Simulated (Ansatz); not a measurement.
# Zr2O: the cost of one run

Method: DFT r2SCAN, scalar-relativistic, plane waves, PAW, in Ansatz 0.2.0.

## Step 1: The system as given

Symmetry: P4_2/nmc, No. 137, tetragonal system. Conventional cell: a = 4.103 Å, b = 4.103 Å, c = 5.907 Å, α = 90.00°, β = 90.00°, γ = 90.00°. Zr (site symmetry 2mm) has 4 O at 2.38 to 2.70 Å as nearest neighbours. O (site symmetry -4m2) has 8 Zr at 2.38 to 2.70 Å as nearest neighbours.

Coordinates:

```cif
data_structure
_symmetry_space_group_name_H-M 'P4_2/nmc:1'
_symmetry_Int_Tables_number 137
_cell_length_a 4.1035
_cell_length_b 4.1035
_cell_length_c 5.9074
_cell_angle_alpha 90.000
_cell_angle_beta 90.000
_cell_angle_gamma 90.000
_cell_volume 99.47
loop_
_atom_site_label
_atom_site_type_symbol
_atom_site_symmetry_multiplicity
_atom_site_Wyckoff_symbol
_atom_site_fract_x
_atom_site_fract_y
_atom_site_fract_z
_atom_site_occupancy
Zr1 Zr 4 d 0.00000 0.50000 0.20300 1
O1 O 2 a 0.00000 0.00000 0.00000 1
```

This is candidate A: anti-tetragonal zirconia type (P4_2/nmc, No. 137).

(A quick probe on a coarse mesh, which set the mesh and smearing, is not shown.)

## Step 3: Coarse relaxation (candidate A)

Contents of input.yaml:

```yaml
crystal:
  lattice:
    - [4.1034677681, 0.0, 0.0]
    - [0.0, 4.1034677681, 0.0]
    - [0.0, 0.0, 5.9074143198]
  atoms:
    - { symbol: Zr, position: [0.0, 0.5, 0.203] }
    - { symbol: Zr, position: [0.0, 0.5, 0.703] }
    - { symbol: Zr, position: [0.5, 0.0, 0.297] }
    - { symbol: Zr, position: [0.5, 0.0, 0.797] }
    - { symbol: O, position: [0.0, 0.0, 0.0] }
    - { symbol: O, position: [0.5, 0.5, 0.5] }
basis:
  ecutwfc: 500
kpoints:
  mp_grid: { grid: [4, 4, 4] }
hamiltonian:
  xc: r2scan
scf:
  occupations: { method: gaussian, width: 0.1 }
  lower_state_search: "off"
output:
  forces: true
  stress: true
  eigenvalues: true
relax:
  adjacent_minimum: "off"
  f_tol: 0.04
  max_steps: 70
  cell: { stress_tol: 0.4 }
```

Run with:

```
> ansatz run input.yaml --threads 1 --pin off --max-ram 3072MiB --backend cpu --events-out ev --progress --plain --runs-dir out
```

Q: Estimate wall time and peak memory on 1 thread of Arm Neoverse V2, shared host.

About 4.9 min, with a peak of 0.63 GiB.
